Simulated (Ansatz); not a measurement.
# C4H11CuO2: a ladder of functionals and wavefunction methods

Aim: compute C4H11CuO2 with functionals from several rungs and with coupled cluster. The yardstick is the atomisation energy at the CCSD(T) limit.

Method: functionals in def2-TZVPP, the program's frozen cores in correlated methods; program: Ansatz 0.2.0, Gaussian basis.

Levels to be run: LDA (SPW92), PBE-D4, revPBE-D4, BLYP-D4, r2SCAN-D4, B97M-V, PBE0-D4, B3LYP-D4, r2SCANh-D4, r2SCAN0-D4, HSE06-D4, BHLYP-D4, CAM-B3LYP-D4, LC-ωPBE, ωB97X-V, ωB97M-V, B2PLYP, PBE-QIDH; CCSD(T)/def2-SVP; CCSD(T)/def2-TZVPP; MP2/def2-QZVPP; extrapolation to the limit; RPA on PBE.

1 further run of the same task is left out (it didn't finish).

## (1) Structure used throughout

An earlier PBE0-D4 in a triple-zeta def2 set relaxation fixed the geometry.

SMILES `CC(C)(C)[O][Cu-][OH2+]`, 18 atoms, charge 0, spin multiplicity 1.

Atoms are counted from 1 here; the program's logs count them from 0.

Bond lengths: C1–C2 1.529 Å, C1–H8 1.093 Å, C1–H9 1.096 Å, C1–H10 1.094 Å, C2–C3 1.529 Å, C2–C4 1.529 Å, C2–O5 1.394 Å, C3–H11 1.092 Å, C3–H12 1.094 Å, C3–H13 1.092 Å, C4–H14 1.093 Å, C4–H15 1.095 Å, C4–H16 1.096 Å, O5–Cu6 1.783 Å, Cu6–O7 1.940 Å, O7–H17 0.963 Å, O7–H18 0.963 Å. Angles: C2–C1–H8 109.7°, C2–C1–H9 109.8°, C2–C1–H10 112.3°, H8–C1–H9 108.1°, H8–C1–H10 108.7°, H9–C1–H10 108.1°, C1–C2–C3 109.4°, C1–C2–C4 109.4°, C1–C2–O5 110.9°, C3–C2–C4 109.4°, C3–C2–O5 106.8°, C4–C2–O5 110.9°, C2–C3–H11 109.7°, C2–C3–H12 111.9°, C2–C3–H13 109.7°, H11–C3–H12 108.7°, H11–C3–H13 108.0°, H12–C3–H13 108.8° and more.

## (2) LDA

This LDA is Slater exchange with PW92 correlation.

Contents of in.yaml:

```yaml
crystal:
  periodic: [false, false, false]
  atoms:
    - {symbol: C, position_ang: [1.149353, -0.037403, 1.116206]}
    - {symbol: C, position_ang: [0.485665, -0.532922, -0.169169]}
    - {symbol: C, position_ang: [1.500842, -1.325601, -0.992328]}
    - {symbol: C, position_ang: [-0.697398, -1.434847, 0.184447]}
    - {symbol: O, position_ang: [0.073879, 0.538690, -0.960253]}
    - {symbol: Cu, position_ang: [-1.116140, 1.739425, -0.393540]}
    - {symbol: O, position_ang: [-2.396004, 3.114179, 0.092154]}
    - {symbol: H, position_ang: [1.975805, 0.633275, 0.869353]}
    - {symbol: H, position_ang: [0.423930, 0.522748, 1.716863]}
    - {symbol: H, position_ang: [1.535515, -0.858838, 1.727800]}
    - {symbol: H, position_ang: [1.034224, -1.671140, -1.917464]}
    - {symbol: H, position_ang: [1.881244, -2.192893, -0.445217]}
    - {symbol: H, position_ang: [2.341975, -0.681379, -1.257830]}
    - {symbol: H, position_ang: [-1.194586, -1.766163, -0.730313]}
    - {symbol: H, position_ang: [-0.391241, -2.316731, 0.755832]}
    - {symbol: H, position_ang: [-1.424673, -0.875980, 0.784033]}
    - {symbol: H, position_ang: [-2.018802, 4.000141, 0.108044]}
    - {symbol: H, position_ang: [-3.163599, 3.145458, -0.488617]}
basis:
  gaussian: {orbitals: def2-TZVPP}
hamiltonian: {xc: lda}
output: {orbitals: {seedname: orbitals}}
```

Started as:

```bash
ansatz run in.yaml --threads 2 --pin off --events-out ev --progress --plain --max-ram 22528MiB --backend cuda --devices 0, --max-vram 18GiB
```

The runs that follow: PBE-D4 (GGA); revPBE-D4 (GGA); BLYP-D4 (GGA); r2SCAN-D4 (meta-GGA); B97M-V (meta-GGA); B3LYP-D4 (hybrid); r2SCANh-D4 (hybrid); r2SCAN0-D4 (hybrid); HSE06-D4 (hybrid); BHLYP-D4 (hybrid); CAM-B3LYP-D4 (range-separated); LC-ωPBE (range-separated); ωB97X-V (range-separated); ωB97M-V (range-separated); B2PLYP (double hybrid); PBE-QIDH (double hybrid); CCSD(T) in def2-SVP; CCSD(T) in def2-TZVPP; MP2 in def2-QZVPP; RPA on PBE orbitals.

**Question.** What will the summary of the whole plan be? Wanted: atomisation energy, CCSD(T)/CBS; farthest beyond LDA; mean size of error, GGA; mean size of error, meta-GGA; mean size of error, hybrid; mean size of error, range-separated; mean size of error, double hybrid; gap, smallest and largest; T1 diagnostic.

The runs gave:

| quantity | value |
| --- | --- |
| atomisation energy, CCSD(T)/CBS | 6773.5 kJ/mol |
| functionals within 33.9 kJ/mol (0.5 %) | r2SCAN-D4, B97M-V, PBE0-D4, HSE06-D4, CAM-B3LYP-D4, ωB97X-V, ωB97M-V |
| farthest beyond LDA | BHLYP-D4 (-253.0 kJ/mol) |
| mean size of error, GGA | 69.4 kJ/mol |
| mean size of error, meta-GGA | 10.5 kJ/mol |
| mean size of error, hybrid | 81.4 kJ/mol |
| mean size of error, range-separated | 17.1 kJ/mol |
| mean size of error, double hybrid | 80.2 kJ/mol |
| gap, smallest and largest | 2.12 eV (BLYP-D4), 9.16 eV (LC-ωPBE) |
| T1 diagnostic | 0.0211 |
| triples share of the correlation energy | 4.0 % |

**Reading.** The LDA atomisation energy is off by 997.4 kJ/mol (15 %): it overbinds. PBE-D4 is off by +112.9 kJ/mol. Double hybrids carry the basis error of their MP2 part in triple zeta, and no dispersion term here, so their miss is partly the set-up's. The rungs meta-GGA, range-separated miss on average by less than the doubt on the reference (33.9 kJ/mol), so they tie. The reference freezes the cores and leaves out relativity and excitations past (T), so misses under about 33.9 kJ/mol can't be ranked. Hartree-Fock recovers 72 % of the binding; the rest is correlation. CCSD(T) in def2-SVP is off by -299.8 kJ/mol, so the small basis spoils what the method gains. The gap grows from 2.1 to 9.2 eV across the functionals, mostly with the share of exact exchange. The T1 diagnostic, 0.021, is a little above the customary 0.02. For Cu the d shell is correlated and the shells below it are frozen.
